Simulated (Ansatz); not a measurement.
# AlB2H5Zn: the cost of one run

The runs use Ansatz 0.2.0, Gaussian basis; the settings change from run to run.

**1. The geometry**

The geometry comes from an earlier relaxation with PBE0-D4 in a triple-zeta def2 set; it is a stationary point, not always the lowest conformer.

9 atoms, charge 0, spin multiplicity 1.

Atoms are counted from 1 here; the program's logs count them from 0.

Bond lengths: B1–B2 1.526 Å, B1–Zn3 2.238 Å, B1–H5 1.209 Å, B1–H6 1.209 Å, B2–Zn3 2.357 Å, B2–H7 1.185 Å, Al4–H8 1.597 Å, Al4–H9 1.596 Å. Angles: B2–B1–Zn3 74.9°, B2–B1–H5 120.9°, B2–B1–H6 120.7°, Zn3–B1–H5 94.2°, Zn3–B1–H6 94.6°, H5–B1–H6 117.9°, B1–B2–Zn3 66.4°, B1–B2–H7 177.8°, Zn3–B2–H7 115.7°, B1–Zn3–B2 38.7°, H8–Al4–H9 115.4°.

Coordinates:

```xyz
9
AlB2H5Zn
B     0.60456    1.50645   -1.24753
B     1.72786    0.48099   -1.36963
Zn    0.00850   -0.17622    0.10262
Al   -1.41200   -1.46797    1.73478
H    -0.38703    1.42449   -1.93407
H     0.61788    2.33575   -0.36856
H     2.62178   -0.28709   -1.49177
H    -1.32508   -3.05780    1.86270
H    -2.45646   -0.75860    2.71146
```

**2. wB97X/def2-TZVPD**

Set apart from the defaults: finite nuclei.

The input, in.yaml:

```yaml
crystal:
  periodic: [false, false, false]
  atoms:
    - {symbol: B, position_ang: [0.604556, 1.506446, -1.247530]}
    - {symbol: B, position_ang: [1.727861, 0.480994, -1.369627]}
    - {symbol: Zn, position_ang: [0.008498, -0.176225, 0.102625]}
    - {symbol: Al, position_ang: [-1.412001, -1.467972, 1.734779]}
    - {symbol: H, position_ang: [-0.387033, 1.424487, -1.934069]}
    - {symbol: H, position_ang: [0.617878, 2.335745, -0.368565]}
    - {symbol: H, position_ang: [2.621776, -0.287086, -1.491769]}
    - {symbol: H, position_ang: [-1.325083, -3.057795, 1.862696]}
    - {symbol: H, position_ang: [-2.456462, -0.758597, 2.711460]}
basis:
  gaussian: {orbitals: def2-TZVPD, nuclear_model: gaussian}
hamiltonian: {xc: {name: wB97X}}
output: {forces: true}
```

Started as:

```bash
$ ansatz run in.yaml --threads 2 --pin off --events-out ev --progress --plain --max-ram 4352MiB
```

What time and memory should one allow on 2 threads of Arm Neoverse V1, shared host?

About 22 s, with a peak of 0.78 GiB.
